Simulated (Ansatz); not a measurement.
HfIn4SiO6 in Ansatz: the effect of functional

Crystal: HfIn4SiO6.

```xyz
12
Lattice="5.2774 0.0000 0.0000 -2.6387 4.5704 0.0000 0.0000 0.0000 10.5590" Properties=species:S:1:pos:R:3 pbc="T T T"
Hf    2.6387    1.5234    0.0000
In    0.0000    0.0000    3.2148
In    0.0000    0.0000    7.3442
In    0.0000    3.0469    8.3331
In    0.0000    3.0469    2.2260
Si    0.0000    0.0000    0.0000
O     3.2747    3.2219    9.5002
O     1.4858    0.1234    1.0589
O     0.8498    1.2250    9.5002
O     2.0027    3.2219    1.0589
O     3.7916    0.1234    9.5002
O     4.4277    1.2250    1.0589
```

The cell was built by a generator and needn't be a form met in nature.

Alike in all runs:

* Program: Ansatz 0.2.0
* Task: single point
* Potentials or basis: Ansatz PAW
* k mesh: 3 × 3 × 1
* Occupations: fermi-dirac, width 0.05 eV
* Spin: no spin polarisation

| functional | cutoff | gap on the mesh (eV) | pressure (GPa) | largest force (eV/Å) |
| --- | --- | --- | --- | --- |
| r2SCANh | 500 eV (not typed: the program's choice for these potentials) | 0.33 | -3.5 | 0.44 |
| r2SCAN0 | 500 eV (not typed: the program's choice for these potentials) | ? | ? | ? |
| PBE0 | 420 eV (not typed: the program's choice for these potentials) | 0.87 | -2.7 | 0.42 |

Question: What does the run with functional r2SCAN0 give?

Answer: gap on the mesh 0.84 eV; pressure -4.4 GPa; largest force 0.57 eV/Å.

Caveats: all runs use coarse meshes; odd divisions of the mesh miss points on the zone boundary, where band edges often lie, so the gap on the mesh can be too wide; spin-orbit coupling is left out, which moves the levels of the heavy elements; the PAW data sets come from PBE, with cores solved anew for the run's functional, which leaves a small shift of forces and pressure; the thresholds are loose for stress.

A k mesh can miss the band edges.

Runs at the PBE level aren't shown here.
